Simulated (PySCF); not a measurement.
# C₃H₄F₂OSi: electronic excitations and core binding energies

Aim: predict the electronic excitations and core binding energies of C₃H₄F₂OSi (`C=CC(=O)[SiH](F)F`).

Computed with PySCF 2.14.0, with density-fitted response routines of our own, on a single molecule in the gas phase. Atoms count from 0, in the outputs and in this text.

## (1) Starting geometry

11 atoms, charge 0, multiplicity 1; geometry from: GFN2-xTB.

Bonds of the start (Å): C0–C1 1.33, C1–C2 1.47, C2–O3 1.22, C2–Si4 1.92, Si4–F5 1.60, Si4–F6 1.60, C0–H7 1.08, C0–H8 1.08, C1–H9 1.08, Si4–H10 1.44.

## (2) Ultraviolet spectrum: B3LYP/def2-SVPD

The job: settings as JSON, then the geometry in Å.

```
{"job": {"kind": "uv", "xc": "B3LYP", "basis": "def2-SVPD", "nstates": 8, "ntriplets": 3}, "charge": 0, "multiplicity": 1}
C      1.362813     1.020286     0.502383
C      1.327287    -0.297790     0.346456
C      0.082053    -1.070125     0.206384
O      0.109400    -2.285742     0.139916
Si    -1.628413    -0.193563     0.108895
F     -1.879570     0.702656     1.413344
F     -1.616897     0.923222    -1.040244
H      0.466864     1.619289     0.534938
H      2.294135     1.551691     0.607614
H      2.233221    -0.890107     0.322584
H     -2.745468    -1.077147    -0.088392
```

With the program's defaults for keys left out, this is: TDDFT B3LYP/def2-SVPD, vertical, gas phase, core orbitals frozen in the response.

Run with:

```console
$ OMP_NUM_THREADS=1 python probes_run.py task.json out
```

The driver reads the jobs from task.json and runs them one after another.

Log:

```text
coarse grid: 10624 points
cycle   1  E = -680.5742644864  dE =  8.431e-01  |g| = 1.015e+00  |ddm| = 5.238e+00
cycle   2  E = -679.8461801876  dE =  7.281e-01  |g| = 2.165e+00  |ddm| = 3.729e+00
cycle   3  E = -680.7500933438  dE = -9.039e-01  |g| = 3.192e-01  |ddm| = 2.922e+00
cycle   4  E = -680.7696253733  dE = -1.953e-02  |g| = 1.143e-01  |ddm| = 4.932e-01
cycle   5  E = -680.7719034763  dE = -2.278e-03  |g| = 2.963e-02  |ddm| = 1.385e-01
cycle   6  E = -680.7721059278  dE = -2.025e-04  |g| = 9.175e-03  |ddm| = 5.428e-02
cycle   7  E = -680.7721255494  dE = -1.962e-05  |g| = 3.623e-03  |ddm| = 1.612e-02
cycle   8  E = -680.7721284551  dE = -2.906e-06  |g| = 7.625e-04  |ddm| = 4.502e-03
final grid: 101456 points
cycle   9  E = -680.8718045500  dE = -2.066e-05  |g| = 5.874e-03  |ddm| = 1.064e-01
cycle  10  E = -680.8717818334  dE =  2.272e-05  |g| = 1.194e-02  |ddm| = 2.114e-02
cycle  11  E = -680.8718114519  dE = -2.962e-05  |g| = 1.909e-03  |ddm| = 1.428e-02
cycle  12  E = -680.8718121896  dE = -7.377e-07  |g| = 2.231e-04  |ddm| = 1.996e-03
cycle  13  E = -680.8718121966  dE = -6.973e-09  |g| = 9.232e-05  |ddm| = 3.779e-04
cycle  14  E = -680.8718121983  dE = -1.742e-09  |g| = 2.068e-05  |ddm| = 1.790e-04
cycle  15  E = -680.8718121984  dE = -9.095e-11  |g| = 8.613e-06  |ddm| = 4.603e-05
converged SCF energy = -680.8718121984

Static polarisability (au): isotropic 63.171, principal 44.876 65.041 79.596

Singlet excitations
state   eV       nm        f      main configurations
  1   3.0271    409.6   0.00075   H->L 0.99
  2   5.6843    218.1   0.03198   H->L+1 0.86, H-1->L 0.12
  3   5.7178    216.8   0.21423   H-1->L 0.79, H->L+1 0.12
  4   6.5001    190.7   0.00014   H-2->L 0.94
  5   6.6693    185.9   0.02353   H->L+2 0.89
  6   7.2381    171.3   0.00307   H->L+3 0.87
  7   7.3067    169.7   0.00173   H-3->L 0.90
  8   7.3630    168.4   0.00077   H->L+6 0.59, H->L+5 0.32

Triplet excitations (Tamm-Dancoff, eV): 2.4518 3.5649 5.4468
```

Run time: 28 s. Hardware: 1 thread of Arm Neoverse V2, shared host; peak memory 0.71 GiB.

Frontier orbitals and where they lie:

```
orbital      eV                        atoms
 HOMO−3  -11.38    C0 24 %, C1 15 %, H7 11 %
 HOMO−2  -10.59  H10 20 %, Si4 17 %, O3 15 %
 HOMO−1   -8.66    C1 35 %, C0 35 %, O3 14 %
   HOMO   -7.44    O3 55 %, C2 17 %, Si4 9 %
   LUMO   -2.82    O3 28 %, C2 26 %, C0 22 %
 LUMO+1   -0.62   C1 21 %, Si4 20 %, C0 14 %
 LUMO+2    0.17  Si4 31 %, H10 12 %, C0 12 %
```

With each of the 8 states as a Gaussian band of 0.4 eV half-width at 1/e, the curve within the window shown has maxima at 217 nm (ε 10,000), 187 nm (ε 1,000) L/(mol cm). Beyond the last state computed it falls off for lack of states. The curve at chosen wavelengths:

```tsv
nm	ε (L/mol/cm)
162	92
176	545
190	1012
204	4348
218	9937
232	4346
246	609
260	40
274	2
288	0
302	0
316	0
330	1
343	3
357	9
371	16
385	24
399	29
413	30
427	28
441	23
455	17
469	12
483	8
497	5
511	3
```

Leading natural transition orbitals of singlet state 3: the hole lies on C0, C1 about 37 % each; O3 9 %; the particle on C2 38 %; O3 28 %; Si4 10 %.

Leading natural transition orbitals of singlet state 1: the hole lies on O3 61 %; C2 11 %; C1 9 %; the particle on C2 35 %; O3 28 %; C0 17 %.

Further results of this job:

```
           property  computed
  dipole moment (D)      1.75
polarisability (Å³)      9.36
 HOMO–LUMO gap (eV)      4.61
      −ε(HOMO) (eV)      7.44
```

The fields below are evaluated on a grid from the run's orbitals.

Frontier orbitals at B3LYP/def2-SVPD, with the share of their density that lies nearest to each atom:

```
orbital  energy (eV)                    lies on
   HOMO        -7.44  O3 58 %; C2 13 %; Si4 9 %
   LUMO        -2.82  C2 31 %; O3 26 %; C0 19 %
```

ELF in a plane through or near 9 of the atoms.

Ten even steps from '0' (0.00) to '9' (1.00):
```
0000000000000000000000000000
0000000000000000000000000000
0000000000000000000000000000
0000000000000000000000000000
0000000000022000000000000000
0000001100499300000000000000
0000079954899700000000000000
0000399997899700111000000000
0000399991766101011024530000
0000047764572014167189982000
0000000035416569421499995000
0000000478339537954999994000
0000006999956224310399970000
0000007999811687620014410000
0000001786005864983000000000
0000000000017998873000000000
0000000000014555420000000000
0000000000000121100000000000
0000000000000000000000000000
0000000000000000000000000000
```
The map spans 11.1 Å across and 9.7 Å up, centred on the molecule. Atoms in the plane (x, y in Å): C0 (-1.6, 0.7), C1 (-1.2, -0.6), C2 (0.2, -1.1), O3 (0.4, -2.3), Si4 (1.6, 0.2), H7 (-0.8, 1.5), H8 (-2.6, 1.0), H9 (-2.0, -1.4), H10 (2.9, -0.4).

log10 of the density (e/Å³) in the same plane.

Ten even steps from '0' (-4.0) to '9' (1.7):
```
0000000000000000000000000000
0000000000000000000000000000
0000000000000000000000000000
0000000001111000111000000000
0000011222333222222211000000
0000123333444333333321100000
0001234555666544455432210000
0001345666776544555543221000
0001346777976545676654432100
0001245667776555699766542200
0000123466776666677677543210
0000123567887787666666543210
0000124577766787654555432100
0000123566656777654433321100
0000012344446789754322110000
0000001223345677654321000000
0000000011234555443210000000
0000000000123333321100000000
0000000000001111100000000000
0000000000000000000000000000
```
The map spans 11.1 Å across and 9.7 Å up, centred on the molecule. Atoms in the plane (x, y in Å): C0 (-1.6, 0.7), C1 (-1.2, -0.6), C2 (0.2, -1.1), O3 (0.4, -2.3), Si4 (1.6, 0.2), H7 (-0.8, 1.5), H8 (-2.6, 1.0), H9 (-2.0, -1.4), H10 (2.9, -0.4).

On the surface of density 0.002 e/bohr³ the electrostatic potential runs, from the 1st to the 99th percentile, from -1.31 V near O3 to 1.95 V near Si4.

## (3) Core holes by ΔSCF: SCAN, X2C

The job, as its differences from that of step 2:

```diff
@@ -1,2 +1,2 @@
-{"job": {"kind": "uv", "xc": "B3LYP", "basis": "def2-SVPD", "nstates": 8, "ntriplets": 3}, "charge": 0, "multiplicity": 1}
+{"job": {"kind": "xps"}, "charge": 0, "multiplicity": 1}
 C      1.362813     1.020286     0.502383
```

With the program's defaults for keys left out, this is: delta-SCF UKS SCAN, pcX-2 on the ionised atom, pcseg-1 elsewhere, spin-free X2C.

Log:

```text
ground state, core basis on atom 0 (C), 153 functions
  cycle   1  E = -681.65732442  |g| = 9.39e-01
  cycle   2  E = -680.91854012  |g| = 2.11e+00
  cycle   3  E = -681.78363766  |g| = 4.22e-01
  cycle   4  E = -681.82138216  |g| = 1.20e-01
  cycle   5  E = -681.82373580  |g| = 5.58e-02
  cycle   6  E = -681.82451040  |g| = 1.71e-02
  cycle   7  E = -681.82457652  |g| = 6.33e-03
  cycle   8  E = -681.82458816  |g| = 1.15e-03
  cycle   9  E = -681.82458556  |g| = 5.13e-04
  cycle  10  E = -681.82458584  |g| = 9.58e-05
  E(ground) = -681.85567696 Eh
hole in C 1s of atom 0
  cycle   1  E = -670.53623773  |g| = 1.50e+00
  cycle   2  E = -668.71495800  |g| = 2.23e+00
  cycle   3  E = -670.56293379  |g| = 1.08e+00
  cycle   4  E = -671.04660744  |g| = 4.17e-01
  cycle   5  E = -671.09335608  |g| = 2.27e-01
  cycle   6  E = -671.11547150  |g| = 3.95e-02
  cycle   7  E = -671.11620243  |g| = 1.53e-02
  cycle   8  E = -671.11630545  |g| = 9.03e-03
  cycle   9  E = -671.11636957  |g| = 3.96e-03
  cycle  10  E = -671.11640916  |g| = 2.87e-03
  cycle  11  E = -671.11643210  |g| = 2.06e-03
  cycle  12  E = -671.11644333  |g| = 1.34e-03
  cycle  13  E = -671.11644988  |g| = 5.30e-04
  cycle  14  E = -671.11644937  |g| = 4.48e-04
  E(ion) = -671.14664941 Eh   <S^2> = 0.8136   hole on atom = 1.000   binding energy = 291.407 eV
ground state, core basis on atom 1 (C), 153 functions
  cycle   1  E = -681.82556873  |g| = 6.36e-02
  cycle   2  E = -681.82459306  |g| = 6.77e-02
  cycle   3  E = -681.82524641  |g| = 4.64e-02
  cycle   4  E = -681.82574916  |g| = 2.07e-02
  cycle   5  E = -681.82583867  |g| = 3.83e-03
  cycle   6  E = -681.82584373  |g| = 5.54e-04
  cycle   7  E = -681.82584368  |g| = 2.55e-04
  E(ground) = -681.85708745 Eh
hole in C 1s of atom 1
  cycle   1  E = -670.54508890  |g| = 1.51e+00
  cycle   2  E = -669.48893323  |g| = 2.09e+00
  cycle   3  E = -670.90292153  |g| = 7.16e-01
  cycle   4  E = -670.96840569  |g| = 6.00e-01
  cycle   5  E = -671.10380262  |g| = 1.64e-01
  cycle   6  E = -671.11575287  |g| = 5.78e-02
  cycle   7  E = -671.11757848  |g| = 1.23e-02
  cycle   8  E = -671.11765831  |g| = 8.47e-03
  cycle   9  E = -671.11770029  |g| = 3.78e-03
  cycle  10  E = -671.11771512  |g| = 2.13e-03
  cycle  11  E = -671.11772258  |g| = 1.07e-03
  cycle  12  E = -671.11772661  |g| = 4.66e-04
  E(ion) = -671.14866130 Eh   <S^2> = 0.7931   hole on atom = 1.000   binding energy = 291.391 eV
ground state, core basis on atom 2 (C), 153 functions
  cycle   1  E = -681.83023209  |g| = 5.96e-02
  cycle   2  E = -681.82996931  |g| = 3.76e-02
  cycle   3  E = -681.82982641  |g| = 4.29e-02
  cycle   4  E = -681.83032775  |g| = 1.08e-02
  cycle   5  E = -681.83035463  |g| = 3.40e-03
  cycle   6  E = -681.83035570  |g| = 6.76e-04
  cycle   7  E = -681.83035701  |g| = 7.73e-05
  E(ground) = -681.86071441 Eh
hole in C 1s of atom 2
  cycle   1  E = -670.48042515  |g| = 1.51e+00
  cycle   2  E = -668.64886362  |g| = 2.30e+00
  cycle   3  E = -670.58621689  |g| = 9.19e-01
  cycle   4  E = -670.73858951  |g| = 8.02e-01
  cycle   5  E = -671.02219160  |g| = 2.28e-01
  cycle   6  E = -671.04501582  |g| = 9.93e-02
  cycle   7  E = -671.04819716  |g| = 2.69e-02
  cycle   8  E = -671.04850671  |g| = 9.89e-03
  cycle   9  E = -671.04859570  |g| = 6.39e-03
  cycle  10  E = -671.04865242  |g| = 4.33e-03
  cycle  11  E = -671.04869612  |g| = 3.57e-03
  cycle  12  E = -671.04875890  |g| = 3.15e-03
  cycle  13  E = -671.04881684  |g| = 2.46e-03
  cycle  14  E = -671.04883474  |g| = 1.18e-03
  cycle  15  E = -671.04884099  |g| = 6.75e-04
  cycle  16  E = -671.04884098  |g| = 5.47e-04
  cycle  17  E = -671.04884131  |g| = 1.66e-04
  E(ion) = -671.07866322 Eh   <S^2> = 0.8359   hole on atom = 1.000   binding energy = 293.395 eV
ground state, core basis on atom 3 (O), 153 functions
  cycle   1  E = -681.85219047  |g| = 9.67e-02
  cycle   2  E = -681.85033383  |g| = 1.02e-01
  cycle   3  E = -681.85064567  |g| = 9.41e-02
  cycle   4  E = -681.85242805  |g| = 9.78e-03
  cycle   5  E = -681.85244991  |g| = 2.04e-03
  cycle   6  E = -681.85245068  |g| = 6.53e-04
  cycle   7  E = -681.85245182  |g| = 9.11e-05
  E(ground) = -681.88069814 Eh
hole in O 1s of atom 3
  cycle   1  E = -661.22928015  |g| = 2.22e+00
  cycle   2  E = -660.24533580  |g| = 2.39e+00
  cycle   3  E = -661.76677509  |g| = 7.43e-01
  cycle   4  E = -661.79025131  |g| = 6.71e-01
  cycle   5  E = -662.06825506  |g| = 1.29e-01
  cycle   6  E = -662.07749078  |g| = 5.42e-02
  cycle   7  E = -662.07893584  |g| = 1.13e-02
  cycle   8  E = -662.07898763  |g| = 6.11e-03
  cycle   9  E = -662.07900829  |g| = 2.72e-03
  cycle  10  E = -662.07901410  |g| = 9.41e-04
  cycle  11  E = -662.07901528  |g| = 7.58e-04
  cycle  12  E = -662.07901567  |g| = 3.73e-04
  E(ion) = -662.10851278 Eh   <S^2> = 0.7717   hole on atom = 1.000   binding energy = 538.029 eV
ground state, core basis on atom 4 (Si), 164 functions
  cycle   1  E = -681.93566636  |g| = 2.99e-01
  cycle   2  E = -681.92923230  |g| = 1.98e-01
  cycle   3  E = -681.91609125  |g| = 3.12e-01
  cycle   4  E = -681.93694916  |g| = 3.02e-02
  cycle   5  E = -681.93708840  |g| = 1.16e-02
  cycle   6  E = -681.93711793  |g| = 2.55e-03
  cycle   7  E = -681.93711883  |g| = 1.46e-03
  cycle   8  E = -681.93712062  |g| = 5.23e-04
  cycle   9  E = -681.93712001  |g| = 1.36e-04
  E(ground) = -681.92695090 Eh
hole in Si 1s of atom 4
  cycle   1  E = -612.93015109  |g| = 4.35e+00
  cycle   2  E = -611.29812358  |g| = 2.65e+00
  cycle   3  E = -609.87540940  |g| = 2.11e+00
  cycle   4  E = -613.82699434  |g| = 4.75e-01
  cycle   5  E = -613.73075216  |g| = 6.71e-01
  cycle   6  E = -613.94300660  |g| = 2.52e-01
  cycle   7  E = -613.96585470  |g| = 8.74e-02
  cycle   8  E = -613.96839643  |g| = 3.58e-02
  cycle   9  E = -613.96899325  |g| = 1.06e-02
  cycle  10  E = -613.96904283  |g| = 4.47e-03
  cycle  11  E = -613.96904903  |g| = 1.74e-03
  cycle  12  E = -613.96905049  |g| = 4.55e-04
  E(ion) = -613.96857872 Eh   <S^2> = 0.7521   hole on atom = 1.000   binding energy = 1849.241 eV
hole in Si 2p of atom 4
  cycle   1  E = -677.59764224  |g| = 1.24e+00
  cycle   2  E = -676.58276065  |g| = 1.61e+00
  cycle   3  E = -677.71894765  |g| = 5.77e-01
  cycle   4  E = -677.89569332  |g| = 1.71e-01
  cycle   5  E = -677.88630174  |g| = 2.22e-01
  cycle   6  E = -677.90451990  |g| = 8.66e-02
  cycle   7  E = -677.90811020  |g| = 2.29e-02
  cycle   8  E = -677.90834839  |g| = 9.51e-03
  cycle   9  E = -677.90839219  |g| = 3.06e-03
  cycle  10  E = -677.90839669  |g| = 1.06e-03
  cycle  11  E = -677.90839709  |g| = 5.34e-04
  cycle  12  E = -677.90839699  |g| = 1.31e-04
  E(ion) = -677.91009042 Eh   <S^2> = 0.7523   hole on atom = 1.003   binding energy = 109.304 eV
  2p3/2 = 109.153 eV   2p1/2 = 109.783 eV
ground state, core basis on atom 5 (F), 153 functions
  cycle   1  E = -681.87050906  |g| = 1.28e-01
  cycle   2  E = -681.86950567  |g| = 1.05e-01
  cycle   3  E = -681.87030597  |g| = 7.19e-02
  cycle   4  E = -681.87096090  |g| = 2.27e-02
  cycle   5  E = -681.87107454  |g| = 4.77e-03
  cycle   6  E = -681.87107712  |g| = 4.31e-04
  E(ground) = -681.90376750 Eh
hole in F 1s of atom 5
  cycle   1  E = -655.50782531  |g| = 2.58e+00
  cycle   2  E = -655.10653187  |g| = 2.28e+00
  cycle   3  E = -655.96079187  |g| = 9.53e-01
  cycle   4  E = -655.99404151  |g| = 9.20e-01
  cycle   5  E = -656.38784266  |g| = 1.56e-01
  cycle   6  E = -656.39272413  |g| = 1.19e-01
  cycle   7  E = -656.39806777  |g| = 3.01e-02
  cycle   8  E = -656.39849918  |g| = 9.31e-03
  cycle   9  E = -656.39853654  |g| = 4.66e-03
  cycle  10  E = -656.39854729  |g| = 1.13e-03
  cycle  11  E = -656.39854679  |g| = 4.29e-04
  E(ion) = -656.43785739 Eh   <S^2> = 0.7570   hole on atom = 1.000   binding energy = 692.963 eV
```

Run time: 62 s. Hardware: 1 thread of Arm Neoverse V2, shared host; peak memory 0.55 GiB.

The holes in one table. −ε is the ground-state orbital energy:

```
       hole  stands for                  environment  ΔSCF (eV; 2p as the shell's mean)  −ε (eV)   ⟨S²⟩
  C1s on C0          C0   β carbon of a C=C–C=O unit                             291.41    274.8  0.814
  C1s on C1          C1   α carbon of a C=C–C=O unit                             291.39    274.6  0.793
  C1s on C2          C2              carbonyl carbon                             293.39    276.5  0.836
  O1s on O3          O3              carbonyl oxygen                             538.03    517.2  0.772
Si1s on Si4         Si4  silicon bonded to C, 2 F, H                            1849.24   1795.6  0.752
Si2p on Si4         Si4  silicon bonded to C, 2 F, H                             109.36     98.2  0.752
  F1s on F5      F5, F6        fluorine bonded to Si                             692.96    667.0  0.757
```

Each hole run stands for the others of its class of like atoms.

With the spin-orbit splitting: Si4 2p3/2 109.15, 2p1/2 109.78 eV. The table gives each 2p level as the mean over the whole 2p shell (two parts 2p3/2, one part 2p1/2), which differs a little from the single hole in the log.

## (4) Outcome

| quantity | value |
| --- | --- |
| lowest singlet (B3LYP/def2-SVPD) | 3.03 eV (410 nm), f = 0.001 |
| brightest single state of those computed | state 3, 5.72 eV, f = 0.214 |
| lowest triplet | 2.45 eV |
| surface potential, 1st and 99th percentile | -1.31 V and 1.95 V |
| C1s binding energies, SCAN/pcX-2 | C2 293.39, C0 291.41, C1 291.39 eV |
| O1s binding energies, SCAN/pcX-2 | O3 538.03 eV |
| Si1s binding energies, SCAN/pcX-2 | Si4 1849.24 eV |
| Si2p binding energies, SCAN/pcX-2 | Si4 109.36 eV |
| F1s binding energies, SCAN/pcX-2 | F5 692.96 eV |

In words: The lowest singlet, at 3.03 eV, is HOMO→LUMO 0.99 and is dark; of the 8 states computed, the strongest absorption comes from state 3 at 5.72 eV. The lowest triplet lies 0.58 eV below the lowest singlet (triplets in Tamm-Dancoff, singlets in full TDDFT). By nearest atom (B3LYP/def2-SVPD), the HOMO sits on O3 58 %; C2 13 % and the LUMO on C2 31 %; O3 26 %. C2 (carbonyl carbon) binds its C1s electron 2.00 eV more tightly than C1 (α carbon of a C=C–C=O unit).
